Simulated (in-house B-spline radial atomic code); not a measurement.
# La⁺: excited configurations

Aim: the energies of several excited configurations of La⁺ above a reference configuration, each from its own self-consistent run.

The numbers are computed with in-house B-spline radial atomic code version 1 (scalar-relativistic (spin-free one-electron X2C) CAM-B3LYP, spin-polarised, spherical density, exact exchange averaged over the configuration, Fermi nucleus, basis-set limit), except any that are marked as measured or tabulated.

## 1. What is computed

| Property | Result |
| --- | --- |
| element | lanthanum (Z = 57) |
| charge | +1 |
| electrons | 56 |
| configuration | [Xe] 5d2 |
| Hamiltonian | scalar-relativistic (X2C) |
| nucleus | Fermi, rms radius 4.855 fm |

The outer shells:

[Xe] 5d2
```
[Xe] core
5d [↑ ][↑ ][  ][  ][  ]
```

Where spins are not typed, each open shell is filled with up spins first.

Settings, as recorded:

```ini
Z = 57
electrons = 56.0
configuration = [Xe] 5d2
hamiltonian = x2c
method = camb3lyp
spin_polarised = True
nucleus = fermi
rms_radius = 4.855
mass_number = 139
atomic_mass = 138.906362927
speed_of_light = 137.035999084
exact_exchange = averaged over the configuration
```

From the earlier run of the reference: total energy -8492.788343 hartree. Levels, eight at most:

| orbital | occupation | energy (eV) | <r> (bohr) |
| --- | --- | --- | --- |
| 4p down | 3 | -211.46 | 0.6928 |
| 4d up | 5 | -112.71 | 0.7681 |
| 4d down | 5 | -112.60 | 0.7680 |
| 5s up | 1 | -47.315 | 1.575 |
| 5s down | 1 | -46.675 | 1.565 |
| 5p up | 3 | -29.906 | 1.824 |
| 5p down | 3 | -28.898 | 1.809 |
| 5d up | 2 | -9.584 | 2.859 |

## 2. [Kr] 4d10 5s2 5p5 5d3

Settings, as recorded:

```ini
Z = 57
electrons = 56.0
configuration = [Kr] 4d10 5s2 5p5 5d3
hamiltonian = x2c
method = camb3lyp
spin_polarised = True
nucleus = fermi
rms_radius = 4.855
mass_number = 139
atomic_mass = 138.906362927
speed_of_light = 137.035999084
exact_exchange = averaged over the configuration
```

The run is started by

```bash
> python run_scf.py task.json out
```

The settings of every run stand in task.json; they run in order.

## 3. Run with [Xe] 5d1 6d1

Changes to the settings of step 2:

```diff
@@ -2,3 +2,3 @@
 electrons = 56.0
-configuration = [Kr] 4d10 5s2 5p5 5d3
+configuration = [Xe] 5d1 6d1
 hamiltonian = x2c
```

## 4. Configuration [Kr] 4d9 5s2 5p6 5d2 5f1

Changes to the settings of step 3:

```diff
@@ -2,3 +2,3 @@
 electrons = 56.0
-configuration = [Xe] 5d1 6d1
+configuration = [Kr] 4d9 5s2 5p6 5d2 5f1
 hamiltonian = x2c
```

## 5. [Xe] 5d1 6f1

Changes to the settings of step 4:

```diff
@@ -2,3 +2,3 @@
 electrons = 56.0
-configuration = [Kr] 4d9 5s2 5p6 5d2 5f1
+configuration = [Xe] 5d1 6f1
 hamiltonian = x2c
```

## 6. Configuration [Kr] 4d10 5s2 5p5 5d2 6s1

Changes to the settings of step 5:

```diff
@@ -2,3 +2,3 @@
 electrons = 56.0
-configuration = [Xe] 5d1 6f1
+configuration = [Kr] 4d10 5s2 5p5 5d2 6s1
 hamiltonian = x2c
```

## 7. Run with [Xe] 5d1 5f1

Changes to the settings of step 6:

```diff
@@ -2,3 +2,3 @@
 electrons = 56.0
-configuration = [Kr] 4d10 5s2 5p5 5d2 6s1
+configuration = [Xe] 5d1 5f1
 hamiltonian = x2c
```

Q: How far above the reference does each configuration lie (order and size, in eV)?

As calculated:

| net move | configuration | 2|M_S|+1 | energy above the reference (eV) | largest <r> (bohr) |
| --- | --- | --- | --- | --- |
| 5d → 6d | [Xe] 5d1 6d1 | 3 | 6.313 | 7.68 |
| 5d → 5f | [Xe] 5d1 5f1 | 3 | 7.474 | 8.52 |
| 5d → 6f | [Xe] 5d1 6f1 | 3 | 8.670 | 14.7 |
| 5p → 5d | [Kr] 4d10 5s2 5p5 5d3 | 5 | 18.397 | 2.69 |
| 5p → 6s | [Kr] 4d10 5s2 5p5 5d2 6s1 | 5 | 19.113 | 3.90 |
| 4d → 5f | [Kr] 4d9 5s2 5p6 5d2 5f1 | 5 | 113.20 | 8.18 |

What this shows: At the bottom stands 5d → 6d (6.313 eV), at the top 4d → 5f (113.20 eV). 3 of them lie more than 60 % above minus the reference's highest level (9.584 eV), in the range where a state can decay by emitting an electron. Two partly filled shells share a symmetry and can mix in the average, which may lower the energy, for: 5d → 6d. The reference has 2|M_S|+1 = 3; 3 of the configurations differ from it in spin. These are spherical averages at the typed spins, not spectroscopic levels.
